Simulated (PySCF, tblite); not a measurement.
**C₆H₅F₂O radical: geometry, infrared bands and EPR parameters**

What infrared bands and EPR parameters should C₆H₅F₂O radical (`O=C=C(F)[C@@H]1[CH][C@@H](F)C1`) show?

Programs: tblite 0.8.0 and PySCF 2.14.0, with density-fitted response routines of our own. Each step states its level of theory. These are calculated values for one molecule in the gas phase, unless marked as measured. Atoms count from 0, in the outputs and in this text.

**1. The molecule as given**

14 atoms, charge 0, multiplicity 2; geometry from: force field or distance geometry start.

Bonds of the start (Å): O0–C1 1.19, C1–C2 1.29, C2–F3 1.37, C2–C4 1.49, C4–C5 1.48, C5–C6 1.46, C6–F7 1.34, C6–C8 1.54, C8–C4 1.53, C4–H9 1.10, C5–H10 1.08, C6–H11 1.09, C8–H12 1.10, C8–H13 1.09.

**2. Relaxing the molecule with GFN2-xTB**

What the job is given:

```
{"job": {"kind": "relax", "xc": "GFN2-xTB", "basis": "xTB"}, "charge": 0, "multiplicity": 2}
O      3.453700    -1.616000    -0.731700
C      2.556900    -0.837900    -0.645300
C      1.583600    -0.006800    -0.519100
F      1.845200     1.325300    -0.669800
C      0.184200    -0.411200    -0.197200
C     -0.835700     0.138700    -1.120900
C     -1.710300     0.516700    -0.010100
F     -2.671600    -0.409900     0.149300
C     -0.491100     0.386500     0.919600
H      0.067500    -1.497700    -0.090000
H     -1.160400    -0.297400    -2.052500
H     -2.113000     1.526100    -0.086300
H     -0.040000     1.352700     1.186400
H     -0.669900    -0.169600     1.840400
```

Command:

```console
OMP_NUM_THREADS=1 python probes_run.py task.json out
```

This one command runs all jobs of the session in turn.

**Question.** This job is followed by: GFN2-xTB harmonic vibrations, gas phase; UKS B3LYP, pcH-1 on C F H O, non-relativistic, mean-field spin-orbit, GIAO. What will the session give for the following? strongest single infrared mode (GFN2-xTB); zero-point energy (GFN2-xTB); g(iso) (B3LYP); ⟨S²⟩; largest a(iso); potential on the surface of density 0.002 e/bohr³, 1st and 99th percentile.

**Answer**, as computed:

| quantity | value |
| --- | --- |
| strongest single infrared mode (GFN2-xTB) | 2253 cm⁻¹, 1458 km/mol |
| zero-point energy (GFN2-xTB) | 57.9 kcal/mol |
| g(iso) (B3LYP) | 2.00251 |
| ⟨S²⟩ | 0.754 (exact 0.75) |
| largest a(iso) | 19F on F7, 179.4 MHz |
| potential on the surface of density 0.002 e/bohr³, 1st and 99th percentile | -1.01 V and 1.38 V |

**Reading.** Relaxing lowered the energy by 0.419 eV in 81 steps; the close pair that moved most is C6–F7, from 1.345 to 1.382 Å. No mode is imaginary among the 36: a minimum at this level. The strongest single mode, at 2253 cm⁻¹, moves mainly C1. GFN2-xTB is a fitted tight-binding method: band positions and strengths are rough. Its intensities can rank the bands wrongly. Most of the unpaired spin sits on C5 (0.98 e). The isotropic g lies 0.2 ppt above the free-electron value. These values are for one conformer; the search (at its own cheap level) found 2 more, at 0.50, 0.50 kcal/mol, and measured spectra average over such forms.
